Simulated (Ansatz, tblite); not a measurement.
**The cluster Zn₁₃H₃₀S₁₃: one state, many levels**

An exercise on one series of results from a longer session: the logs are not shown, and one member is left open.

Program: Ansatz 0.2.0, Gaussian basis. Level of theory: as each input shows. These are calculated values, not measurements.

Plan: GFN1-xTB, GFN2-xTB, PBE-D4/def2-TZVP, r2SCAN-D4/def2-TZVP, PBE-D4/def2-SVP, PBE0-D4/def2-SVP.

1 further run of the same task is left out (set aside as unsound or not needed).

## The geometry

The singlet was relaxed beforehand with PBE-D4/def2-SVP.

56 atoms, charge 0, spin multiplicity 1.

Bond lengths: Zn1–S14 2.484 Å, Zn1–S15 2.525 Å, Zn1–S17 2.384 Å, Zn1–H27 1.557 Å, Zn2–S14 2.556 Å, Zn2–S18 2.651 Å, Zn2–H28 1.555 Å, Zn2–H30 1.670 Å, Zn3–S14 2.517 Å, Zn3–S19 2.478 Å, Zn3–H29 1.558 Å, Zn3–H30 1.748 Å, Zn4–S17 2.384 Å, Zn4–S19 2.525 Å, Zn4–S20 2.484 Å, Zn4–H31 1.557 Å, Zn5–S18 2.482 Å, Zn5–S19 2.386 Å and more. Angles: S14–Zn1–S15 90.6°, S14–Zn1–S17 102.7°, S14–Zn1–H27 116.3°, S15–Zn1–S17 93.3°, S15–Zn1–H27 116.2°, S17–Zn1–H27 129.3°, S14–Zn2–S18 80.7°, S14–Zn2–H28 121.7°, S14–Zn2–H30 94.8°, S18–Zn2–H28 114.6°, S18–Zn2–H30 94.7°, H28–Zn2–H30 135.2°, S14–Zn3–S19 100.2°, S14–Zn3–H29 118.3°, S14–Zn3–H30 94.2°, S19–Zn3–H29 120.5°, S19–Zn3–H30 90.6°, H29–Zn3–H30 126.4° and more.

PBE0-D4/def2-TZVP was run before; its log isn't repeated, and its numbers join the tables.

The first run:

Tight binding, by tblite at 300 K electronic temperature and without a spin-polarisation term:

```python
tblite.interface.Calculator('GFN1-xTB', numbers, positions, charge=0, uhf=0).singlepoint()
```

Tight binding, by tblite at 300 K electronic temperature and without a spin-polarisation term:

```python
tblite.interface.Calculator('GFN2-xTB', numbers, positions, charge=0, uhf=0).singlepoint()
```

start.molden holds the orbitals of an earlier run on this state, given as this run's starting guess.

in.yaml

```yaml
crystal:
  periodic: [false, false, false]
  atoms:
    - {symbol: Zn, position_ang: [-2.439060, -2.176609, -0.321044]}
    - {symbol: Zn, position_ang: [-3.111518, 1.578596, -3.326412]}
    - {symbol: Zn, position_ang: [-4.686633, 0.850120, -1.231845]}
    - {symbol: Zn, position_ang: [-2.175482, 0.324589, 2.439799]}
    - {symbol: Zn, position_ang: [-2.488399, 3.495906, -0.635349]}
    - {symbol: Zn, position_ang: [0.633462, -2.489397, -3.495059]}
    - {symbol: Zn, position_ang: [1.232259, -4.686889, -0.849555]}
    - {symbol: Zn, position_ang: [0.324202, -2.438203, 2.178431]}
    - {symbol: Zn, position_ang: [3.326066, -3.111250, -1.580158]}
    - {symbol: Zn, position_ang: [0.478343, 0.478262, -0.479001]}
    - {symbol: Zn, position_ang: [1.581799, 3.328661, 3.107421]}
    - {symbol: Zn, position_ang: [3.497184, 0.636547, 2.486719]}
    - {symbol: Zn, position_ang: [0.852729, 1.236100, 4.684807]}
    - {symbol: S, position_ang: [-3.032760, -0.743360, -2.260723]}
    - {symbol: S, position_ang: [-0.675222, -3.349978, -1.695475]}
    - {symbol: S, position_ang: [-0.647887, -0.490463, -4.545170]}
    - {symbol: S, position_ang: [-0.842849, -0.843136, 0.844549]}
    - {symbol: S, position_ang: [-0.981200, 1.890245, -1.780375]}
    - {symbol: S, position_ang: [-3.349046, 1.697293, 0.674654]}
    - {symbol: S, position_ang: [-0.740792, 2.264119, 3.030595]}
    - {symbol: S, position_ang: [-0.488124, 4.546370, 0.643305]}
    - {symbol: S, position_ang: [1.779452, -0.981233, -1.891218]}
    - {symbol: S, position_ang: [2.261766, -3.032390, 0.742839]}
    - {symbol: S, position_ang: [1.698540, -0.672457, 3.348742]}
    - {symbol: S, position_ang: [4.546156, -0.647336, 0.489264]}
    - {symbol: S, position_ang: [1.891800, 1.780180, 0.978387]}
    - {symbol: H, position_ang: [-3.577926, -3.073305, 0.247685]}
    - {symbol: H, position_ang: [-2.845615, 1.791033, -4.843613]}
    - {symbol: H, position_ang: [-6.148781, 0.358779, -1.014175]}
    - {symbol: H, position_ang: [-4.183590, 2.208312, -2.211186]}
    - {symbol: H, position_ang: [-3.071628, -0.242436, 3.579956]}
    - {symbol: H, position_ang: [-3.178191, 4.714536, -1.327365]}
    - {symbol: H, position_ang: [1.324860, -3.179022, -4.714131]}
    - {symbol: H, position_ang: [1.015496, -6.149147, -0.358065]}
    - {symbol: H, position_ang: [2.210487, -4.183664, -2.208551]}
    - {symbol: H, position_ang: [-0.243610, -3.576198, 3.076832]}
    - {symbol: H, position_ang: [4.843209, -2.845325, -1.793573]}
    - {symbol: H, position_ang: [1.794176, 4.845580, 2.840401]}
    - {symbol: H, position_ang: [4.716654, 1.328888, 3.174597]}
    - {symbol: H, position_ang: [0.361356, 1.020085, 6.147225]}
    - {symbol: H, position_ang: [2.211286, 2.214209, 4.180346]}
    - {symbol: H, position_ang: [-4.083115, -1.471526, -2.732827]}
    - {symbol: H, position_ang: [-1.344039, -4.378590, -2.285247]}
    - {symbol: H, position_ang: [-1.706599, -1.102512, -5.142425]}
    - {symbol: H, position_ang: [0.120566, -0.605926, -5.673092]}
    - {symbol: H, position_ang: [-0.173125, 2.658730, -2.560247]}
    - {symbol: H, position_ang: [-4.377433, 2.287743, 1.343217]}
    - {symbol: H, position_ang: [-1.468986, 2.737921, 4.080173]}
    - {symbol: H, position_ang: [-1.098518, 5.146546, 1.701397]}
    - {symbol: H, position_ang: [-0.602166, 5.673132, -0.126983]}
    - {symbol: H, position_ang: [2.558262, -0.173113, -2.660751]}
    - {symbol: H, position_ang: [2.735127, -4.082118, 1.471108]}
    - {symbol: H, position_ang: [2.288714, -1.339984, 4.377956]}
    - {symbol: H, position_ang: [5.143273, -1.705762, 1.101926]}
    - {symbol: H, position_ang: [5.674795, 0.120172, 0.602302]}
    - {symbol: H, position_ang: [2.660248, 2.558714, 0.168989]}
basis:
  gaussian: {orbitals: def2-TZVP, fitting: {mean_field: def2-universal-jkfit}, initial_orbitals: start.molden}
hamiltonian: {xc: pbe, dispersion: d4}
scf: {omitted_lower_state_checks: [starts]}
output: {forces: true, orbitals: {seedname: orbitals}}
```

Launch:

```console
> ansatz run in.yaml --threads 11 --pin off --events-out ev --progress --plain --max-ram 174080MiB --backend cuda --devices 0, --max-vram 75GiB
```

Steps of the session up to this table: PBE-D4/def2-TZVP; r2SCAN-D4/def2-TZVP; PBE-D4/def2-SVP; PBE0-D4/def2-SVP.

One of the session's tables, all rows but one given; the rest of the session is left out.

It belongs to the step «Binding energy». 

| level | binding an atom (eV) |
| --- | --- |
| PBE-D4/def2-SVP | ? |
| PBE-D4/def2-TZVP | 2.345 |
| r2SCAN-D4/def2-TZVP | 2.406 |
| PBE0-D4/def2-SVP | 2.416 |
| PBE0-D4/def2-TZVP | 2.347 |

Estimate the missing values for PBE-D4/def2-SVP.

**Answer.** binding an atom (eV): 2.430. In the column «binding an atom (eV)» it is the highest.

Limits of these values: Free atoms were run apart at each level; binding is atoms less cluster, divided by the number of atoms, without zero-point or spin-orbit terms.
